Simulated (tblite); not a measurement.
# CH11Ge3N: the cost of one run

Programs: tblite 0.8.0 and PySCF 2.14.0, with density-fitted response routines of our own. Each step states its level of theory. These are calculated values for one molecule, in the gas phase or a continuum, unless marked as measured. Atoms are numbered from 0 throughout.

### 1 The starting structure

16 atoms, charge 0, multiplicity 1; geometry from: force field or distance geometry start.

Bonds of the start (Å): C0–N1 1.44, N1–Ge2 1.87, Ge2–Ge3 2.38, Ge2–Ge4 2.40, C0–H5 1.12, C0–H6 1.11, C0–H7 1.11, N1–H8 1.05, Ge2–H9 1.55, Ge3–H10 1.54, Ge3–H11 1.56, Ge3–H12 1.55, Ge4–H13 1.54, Ge4–H14 1.56, Ge4–H15 1.55.

### 2 Geometry optimisation with GFN2-xTB

The job: settings as JSON, then the geometry in Å.

```
{"job": {"kind": "relax", "xc": "GFN2-xTB", "basis": "xTB"}, "charge": 0, "multiplicity": 1}
C     -1.697800    -1.587700    -0.815900
N     -0.465700    -1.511700    -0.067600
Ge     0.443700     0.063400    -0.494800
Ge     2.612200     0.046700     0.480800
Ge    -0.779300     1.947900     0.354800
H     -2.371800    -0.724100    -0.575800
H     -1.492400    -1.598400    -1.909100
H     -2.235900    -2.517200    -0.550500
H     -0.700400    -1.457200     0.958000
H      0.566600     0.181200    -2.033500
H      3.351600     1.350800     0.131100
H      2.470600    -0.079200     2.030400
H      3.404500    -1.173000    -0.043800
H     -0.929600     1.807100     1.880200
H     -0.002700     3.258300     0.024000
H     -2.181300     2.002100    -0.302500
```

The run is started by

```sh
$ OMP_NUM_THREADS=1 python probes_run.py task.json out
```

One launch serves the whole session: the jobs run in the order shown.

Q: Estimate the wall time and peak memory of this first job on 1 thread of Arm Neoverse N1, shared host.

About 1.2 s, with a peak of 0.18 GiB.
